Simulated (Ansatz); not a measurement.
**C₂H₅BO: vertical ionisation energy**

One table from this session's results is given with a row withheld; the runs are named, their logs left out.

Program: Ansatz 0.2.0, Gaussian basis. Level of theory: unrestricted cation, the program's frozen cores in correlated methods. These are calculated values, not measurements.

Plan: UKS PBE-D4/def2-TZVPP; UKS r2SCAN-D4/def2-TZVPP; UKS PBE0-D4/def2-TZVPP; UKS B3LYP-D4/def2-TZVPP; UKS wB97X-V/def2-TZVPP; UKS wB97M-V/def2-TZVPP; UKS B2PLYP/def2-TZVPP; UHF-MP2/def2-TZVPP; UHF-MP2/def2-QZVPP; then −ε(HOMO) from the neutral's earlier runs with LDA (SPW92), PBE-D4, revPBE-D4, BLYP-D4, r2SCAN-D4, B97M-V, PBE0-D4, B3LYP-D4, r2SCANh-D4, r2SCAN0-D4, HSE06-D4, BHLYP-D4, CAM-B3LYP-D4, LC-ωPBE, ωB97X-V, ωB97M-V.

1 further run of the same task is left out (it didn't finish).

## The relaxed structure

An earlier PBE0-D4 in a triple-zeta def2 set relaxation fixed the geometry.

SMILES `B1CCO1`, 9 atoms, charge 0, spin multiplicity 1.

Atoms are counted from 1 here; the program's logs count them from 0.

Bond lengths: B1–C2 1.580 Å, B1–O4 1.364 Å, B1–H5 1.195 Å, C2–C3 1.533 Å, C2–H6 1.091 Å, C2–H7 1.091 Å, C3–O4 1.455 Å, C3–H8 1.092 Å, C3–H9 1.092 Å. Angles: C2–B1–O4 95.4°, C2–B1–H5 139.9°, O4–B1–H5 124.7°, B1–C2–C3 80.2°, B1–C2–H6 117.4°, B1–C2–H7 117.4°, C3–C2–H6 115.4°, C3–C2–H7 115.4°, H6–C2–H7 108.9°, C2–C3–O4 93.7°, C2–C3–H8 116.1°, C2–C3–H9 116.1°, O4–C3–H8 110.0°, O4–C3–H9 110.0°, H8–C3–H9 109.7°, B1–O4–C3 90.7°.

As a file:

```mol
C2H5BO
  3D, bonds by distance, orders not assigned

  9  9  0  0  0  0  0  0  0  0999 V2000
   -0.4026    0.3017   -1.0820 B   0  0
    0.5060    0.6170    0.1710 C   0  0
   -0.0986   -0.7196    0.6177 C   0  0
   -0.8848   -0.8785   -0.5962 O   0  0
   -0.6970    0.7728   -2.1395 H   0  0
    0.2363    1.4790    0.7822 H   0  0
    1.5862    0.6141    0.0210 H   0  0
   -0.7576   -0.6813    1.4872 H   0  0
    0.6006   -1.5515    0.7215 H   0  0
  1  2  8  0
  2  3  8  0
  3  4  8  0
  1  5  8  0
  2  6  8  0
  2  7  8  0
  3  8  8  0
  3  9  8  0
  1  4  8  0
M  END
```

The first run:

in.yaml reads:

```yaml
crystal:
  periodic: [false, false, false]
  atoms:
    - {symbol: B, position_ang: [-0.402612, 0.301683, -1.082045]}
    - {symbol: C, position_ang: [0.505963, 0.617021, 0.170982]}
    - {symbol: C, position_ang: [-0.098562, -0.719550, 0.617685]}
    - {symbol: O, position_ang: [-0.884824, -0.878513, -0.596209]}
    - {symbol: H, position_ang: [-0.696999, 0.772817, -2.139496]}
    - {symbol: H, position_ang: [0.236343, 1.479036, 0.782223]}
    - {symbol: H, position_ang: [1.586191, 0.614059, 0.021038]}
    - {symbol: H, position_ang: [-0.757563, -0.681319, 1.487167]}
    - {symbol: H, position_ang: [0.600562, -1.551536, 0.721455]}
basis:
  gaussian: {orbitals: def2-TZVPP}
total_charge: 1
magnetization: {spin_polarized: true, initial_magnetization: 1}
hamiltonian: {xc: pbe, dispersion: d4}
```

Steps of the session up to this table: Cation, UKS PBE-D4/def2-TZVPP; Cation, UKS r2SCAN-D4/def2-TZVPP; Cation, UKS PBE0-D4/def2-TZVPP; Cation, UKS B3LYP-D4/def2-TZVPP; Cation, UKS wB97X-V/def2-TZVPP; Cation, UKS wB97M-V/def2-TZVPP; Cation, UKS B2PLYP (frozen core)/def2-TZVPP; Cation, UHF-MP2/def2-TZVPP; Cation, UHF-MP2/def2-QZVPP.

One table of the session follows, with a row left open; its other results are not shown here.

It belongs to the step «Ionisation energies side by side». Orbital estimates, from the neutral's runs:

| functional | −ε(HOMO) (eV) |
| --- | --- |
| LDA (SPW92) | 7.06 |
| PBE-D4 | ? |
| revPBE-D4 | 6.90 |
| BLYP-D4 | 6.87 |
| r2SCAN-D4 | 7.21 |
| B97M-V | 7.32 |
| PBE0-D4 | 8.34 |
| B3LYP-D4 | 8.14 |
| r2SCANh-D4 | 7.73 |
| r2SCAN0-D4 | 8.51 |
| HSE06-D4 | 7.93 |
| BHLYP-D4 | 9.68 |
| CAM-B3LYP-D4 | 9.80 |
| LC-ωPBE | 11.17 |
| ωB97X-V | 10.79 |
| ωB97M-V | 10.66 |

**Question.** Estimate the row for PBE-D4.

**Answer.** −ε(HOMO) (eV): 6.95. In the column «−ε(HOMO) (eV)» it lies between revPBE-D4 (6.90) and LDA (SPW92) (7.06).
